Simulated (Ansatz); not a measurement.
## BaHCl, space group P4/nmm: a charge-density difference against the sublattices, step by step

Program: Ansatz 0.2.0, Python API.

Notebook, run cell by cell (the value of a cell's last expression is shown):

```python
import ansatz
import numpy as np

vectors0 = np.array([
    [4.408, 0.0, 0.0],
    [0.0, 4.408, 0.0],
    [0.0, 0.0, 7.202],
])
sites = [
    ("Ba", (0.0, 0.5, 0.215)),
    ("Ba", (0.5, 0.0, 0.785)),
    ("H", (0.0, 0.0, 0.0)),
    ("H", (0.5, 0.5, 0.0)),
    ("Cl", (0.0, 0.5, 0.65)),
    ("Cl", (0.5, 0.0, 0.35)),
]
```

```python
def make_crystal(cell):
    crystal = ansatz.Crystal(lattice=ansatz.Lattice.of(cell))
    for symbol, position in sites:
        crystal = crystal.atom(symbol, position)
    return crystal

# one cutoff and one grid for all runs, so that the fields can be subtracted
def solve(crystal):
    return (
        crystal.calculation()
        .functional("lda")
        .occupations("cold")
        .basis(460, grid_basis="typed")
        .kpoints(4, 4, 4)
        .density()
        .run(threads=1)
    )
```

```python
whole = solve(make_crystal(vectors0))
difference = whole.density().channels[0].density_e_per_ang3.copy()
binding = whole.report["free_energy_ev"]
for element in ["Ba", "H", "Cl"]:
    part = ansatz.Crystal(lattice=ansatz.Lattice.of(vectors0))
    for symbol, position in sites:
        if symbol == element:
            part = part.atom(symbol, position)
    alone = solve(part)
    difference -= alone.density().channels[0].density_e_per_ang3
    binding -= alone.report["free_energy_ev"]
    print(f"{element} sublattice: {alone.report['n_electrons']:g} electrons, {alone.report['n_iterations']} iterations")

voxel = abs(np.linalg.det(vectors0)) / difference.size
print(f"energy of the crystal less its unpolarised sublattices: {binding / len(sites):.4f} eV/atom")
print(f"net charge of the difference {difference.sum() * voxel:.5f} e, charge rearranged {0.5 * np.abs(difference).sum() * voxel:.3f} e")
print(f"extremes {difference.min():.4f} and {difference.max():.4f} e/A^3")
for (symbol, position) in sites:
    index = tuple(int(round(p * n)) % n for p, n in zip(position, difference.shape))
    print(f"  change of the pseudo-density at the grid point nearest {symbol}: {difference[index]:+.4f} e/A^3")
```

    Ba sublattice: 20 electrons, 7 iterations
    H sublattice: 2 electrons, 6 iterations
    Cl sublattice: 14 electrons, 8 iterations
    energy of the crystal less its unpolarised sublattices: -3.3140 eV/atom
    net charge of the difference 0.00000 e, charge rearranged 1.140 e
    extremes -0.0517 and 0.5456 e/A^3
      change of the pseudo-density at the grid point nearest Ba: -0.0097 e/A^3
      change of the pseudo-density at the grid point nearest Ba: -0.0097 e/A^3
      change of the pseudo-density at the grid point nearest H: +0.5456 e/A^3
      change of the pseudo-density at the grid point nearest H: +0.5456 e/A^3
      change of the pseudo-density at the grid point nearest Cl: -0.0517 e/A^3
      change of the pseudo-density at the grid point nearest Cl: -0.0517 e/A^3

What to keep in mind:
- Densities and potentials on the grid are those of the valence electrons, and inside the cores they hang on the potentials used.
- The structure is a deposited one; some such entries were measured under pressure or heat, so a shift against it needn't be the functional's error alone.
- Charge moved counts every rearrangement, bonding and polarisation too, and is no transfer between atoms; the bare sublattices are artificial references. Values near the nuclei depend on the potentials.
- The whole script took 4.3 s on 1 thread of AMD EPYC 9R45 96-Core Processor (Zen 5) (shared host), peak memory 0.46 GiB.
